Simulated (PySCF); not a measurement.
# CH5AlOS: the cost of one run

Computed with PySCF 2.14.0; each step states its level. No surroundings beyond the atoms listed, unless a continuum is named. Atoms count from 0, parts from 1.

## (1) The system as given

Each species was relaxed by itself at PBE0-D3(BJ)/def2-SVPD.

## (2) Energies of the species: wB97M-D3(BJ)/def2-TZVPD

What the job is given:

```
{"job": {"kind": "react", "xc": "wB97M-D3(BJ)", "basis": "def2-TZVPD"}, "charge": 0, "multiplicity": 1}
-1 CH5AlOS charge 0 multiplicity 1
C      0.398990    -0.919740    -0.972170
Al     0.044390     0.395720     0.406460
O      1.360900     1.128710     1.223100
S     -1.975060     1.017720     1.020870
H      0.691690    -1.880890    -0.519750
H      1.236440    -0.600140    -1.611550
H     -0.471520    -1.108800    -1.617170
H      1.306540     1.751880     1.946720
H     -2.592050     0.215830     0.123640

-1 FH charge 0 multiplicity 1
F      0.460090     0.000420    -0.002380
H     -0.460090    -0.000420     0.002380

+1 CH4AlFO charge 0 multiplicity 1
C      0.804090     0.985480    -0.131960
Al    -0.446940    -0.402200     0.353250
O     -0.953050    -1.563960    -0.791340
F     -1.069950    -0.514920     1.909990
H      1.820760     0.574220    -0.235660
H      0.842940     1.787640     0.618740
H      0.542120     1.429850    -1.104240
H     -1.540720    -2.299010    -0.617190

+1 H2S charge 0 multiplicity 1
S      0.001120     0.615310     0.002360
H      0.965060    -0.329800     0.000430
H     -0.984570    -0.307060    -0.006040
```

Method: wB97M-D3(BJ)/def2-TZVPD reaction energy of separated species, gas phase.

Run with:

```console
> OMP_NUM_THREADS=1 python cluster_run.py task.json out
```

One launch serves the whole session: the jobs run in the order shown.

**Question.** How long does this first job take on 1 thread of Arm Neoverse N1, shared host, and how much memory does it need?

About 45 s, with a peak of 0.76 GiB.
